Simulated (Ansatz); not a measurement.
# CH5GeNOSi: small, medium and large basis sets

One table from this session's results is given with a row withheld; the runs are named, their logs left out.

Computed with Ansatz 0.2.0, Gaussian basis. Level: one geometry, several basis sets.

Plan: PBE0-D4/def2-SVP; ωB97M-V/def2-SVP; PBE0-D4/def2-QZVPP; ωB97M-V/def2-QZVPP; the functionals' def2-TZVPP values are taken from earlier runs.

## Structure used throughout

An earlier PBE0-D4 in a triple-zeta def2 set relaxation fixed the geometry.

SMILES `[GeH3]/[N]=C1\O[SiH2]1`, 10 atoms, charge 0, spin multiplicity 1.

Atoms are counted from 1 here; the program's logs count them from 0.

Bond lengths: Ge1–N2 1.867 Å, Ge1–H6 1.538 Å, Ge1–H7 1.533 Å, Ge1–H8 1.538 Å, N2–C3 1.237 Å, C3–O4 1.403 Å, C3–Si5 1.800 Å, O4–Si5 1.704 Å, Si5–H9 1.479 Å, Si5–H10 1.479 Å. Angles: N2–Ge1–H6 110.1°, N2–Ge1–H7 105.5°, N2–Ge1–H8 110.0°, H6–Ge1–H7 110.4°, H6–Ge1–H8 110.4°, H7–Ge1–H8 110.3°, Ge1–N2–C3 120.0°, N2–C3–O4 132.8°, N2–C3–Si5 164.3°, O4–C3–Si5 62.8°, C3–O4–Si5 70.1°, C3–Si5–O4 47.1°, C3–Si5–H9 123.3°, C3–Si5–H10 123.3°, O4–Si5–H9 116.0°, O4–Si5–H10 116.0°, H9–Si5–H10 112.5°.

Geometry (Å):

```
Ge   -1.86396    0.86258    0.36601
N    -0.60972   -0.42965    0.85807
C     0.45609   -0.52511    0.23688
O     0.99121    0.17764   -0.85338
Si    2.08478   -1.02577   -0.34463
H    -1.25320    2.26809    0.49238
H    -3.02960    0.69758    1.34776
H    -2.33935    0.61369   -1.07498
H     2.30122   -2.14621   -1.28541
H     3.34552   -0.54396    0.26010
```

The first run:

File in.yaml:

```yaml
crystal:
  periodic: [false, false, false]
  atoms:
    - {symbol: Ge, position_ang: [-1.863962, 0.862583, 0.366007]}
    - {symbol: N, position_ang: [-0.609718, -0.429646, 0.858070]}
    - {symbol: C, position_ang: [0.456095, -0.525106, 0.236884]}
    - {symbol: O, position_ang: [0.991214, 0.177638, -0.853381]}
    - {symbol: Si, position_ang: [2.084775, -1.025766, -0.344628]}
    - {symbol: H, position_ang: [-1.253199, 2.268094, 0.492378]}
    - {symbol: H, position_ang: [-3.029597, 0.697582, 1.347761]}
    - {symbol: H, position_ang: [-2.339352, 0.613689, -1.074982]}
    - {symbol: H, position_ang: [2.301222, -2.146207, -1.285409]}
    - {symbol: H, position_ang: [3.345520, -0.543959, 0.260101]}
basis:
  gaussian: {orbitals: def2-SVP}
hamiltonian: {xc: pbe0, dispersion: d4}
output: {orbitals: {seedname: orbitals}}
```

Steps of the session up to this table: PBE0-D4 in def2-SVP; ωB97M-V in def2-SVP; PBE0-D4 in def2-QZVPP; ωB97M-V in def2-QZVPP.

One table of the session follows, with a row left open; its other results are not shown here.

It belongs to the step «Density functionals: the series». 

| functional | basis | HOMO (eV) |
| --- | --- | --- |
| PBE0-D4 | def2-SVP | -6.87 |
| PBE0-D4 | def2-TZVPP | -6.95 |
| PBE0-D4 | def2-QZVPP | -6.97 |
| ωB97M-V | def2-SVP | ? |
| ωB97M-V | def2-TZVPP | -9.09 |
| ωB97M-V | def2-QZVPP | -9.11 |

Q: Estimate the row for ωB97M-V, def2-SVP from the others.

**Answer.** HOMO (eV): -8.97. In the column «HOMO (eV)» it lies between ωB97M-V, def2-TZVPP (-9.09) and PBE0-D4, def2-QZVPP (-6.97).
